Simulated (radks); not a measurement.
# H⁻ held by a Watson sphere

Aim: the size and levels of H⁻ inside a shell of charge +0.81 and radius R, which stands for the Madelung well of a crystal, for several R.

Program: radks (a radial shooting solver on a logarithmic mesh, Libxc functionals) version 1. Level of theory: non-relativistic Kohn-Sham, PBE, spin-polarised, spherical densities, point nucleus. These are calculated values, not measurements, unless marked.

## Step 1: Starting point

* element: hydrogen (Z = 1)
* charge: -1
* electrons: 2
* configuration: [He]

Outer shells as boxes (Hund's rule):

H⁻
```
1s [↑↓]
```

## Step 2: R = 1.56 bohr

The run's settings:

```text
Z 1
configuration [He]
relativity non-relativistic
functional pbe,pbe
spin polarised
nucleus point
watson charge 0.81 radius 1.56 bohr
response adiabatic LDA kernel
```

## Step 3: R = 2.04 bohr

The run's settings:

```text
Z 1
configuration [He]
relativity non-relativistic
functional pbe,pbe
spin polarised
nucleus point
watson charge 0.81 radius 2.04 bohr
response adiabatic LDA kernel
```

## Step 4: R = 2.19 bohr

The run's settings:

```text
Z 1
configuration [He]
relativity non-relativistic
functional pbe,pbe
spin polarised
nucleus point
watson charge 0.81 radius 2.19 bohr
response adiabatic LDA kernel
```

## Step 5: R = 2.2 bohr

The run's settings:

```text
Z 1
configuration [He]
relativity non-relativistic
functional pbe,pbe
spin polarised
nucleus point
watson charge 0.81 radius 2.2 bohr
response adiabatic LDA kernel
```

## Step 6: R = 2.52 bohr

The run's settings:

```text
Z 1
configuration [He]
relativity non-relativistic
functional pbe,pbe
spin polarised
nucleus point
watson charge 0.81 radius 2.52 bohr
response adiabatic LDA kernel
```

## Step 7: R = 2.93 bohr

The run's settings:

```text
Z 1
configuration [He]
relativity non-relativistic
functional pbe,pbe
spin polarised
nucleus point
watson charge 0.81 radius 2.93 bohr
response adiabatic LDA kernel
```

## Step 8: R = 2.98 bohr

The run's settings:

```text
Z 1
configuration [He]
relativity non-relativistic
functional pbe,pbe
spin polarised
nucleus point
watson charge 0.81 radius 2.98 bohr
response adiabatic LDA kernel
```

## Step 9: R = 3.14 bohr

The run's settings:

```text
Z 1
configuration [He]
relativity non-relativistic
functional pbe,pbe
spin polarised
nucleus point
watson charge 0.81 radius 3.14 bohr
response adiabatic LDA kernel
```

## Step 10: R = 3.31 bohr

The run's settings:

```text
Z 1
configuration [He]
relativity non-relativistic
functional pbe,pbe
spin polarised
nucleus point
watson charge 0.81 radius 3.31 bohr
response adiabatic LDA kernel
```

**Question.** What will these runs give? Wanted: for each run, R; highest level; its <r>; sum of <r²>; α.

As calculated:

```tsv
R (bohr)	highest level (eV)	its <r> (bohr)	sum of <r²> (bohr²)	α (bohr³)
1.56	-5.660	1.719	7.957	13.68
2.04	-4.834	1.880	9.564	19.66
2.19	-4.614	1.925	10.05	21.76
2.2	-4.600	1.928	10.08	21.90
2.52	-4.180	2.015	11.09	26.73
2.93	-3.718	2.112	12.31	33.60
2.98	-3.666	2.123	12.45	34.49
3.14	-3.508	2.156	12.91	37.42
3.31	-3.350	2.190	13.37	40.65
```

From R = 1.56 to 3.31 bohr the top level moves from -5.660 to -3.350 eV and its mean radius from 1.72 to 2.19 bohr. A wider sphere makes a shallower well, so the ion swells. The polarisability goes from 13.7 to 40.7 bohr³. Response by self-consistent Sternheimer equations with the Hartree and adiabatic LDA kernel. The sphere does not respond.
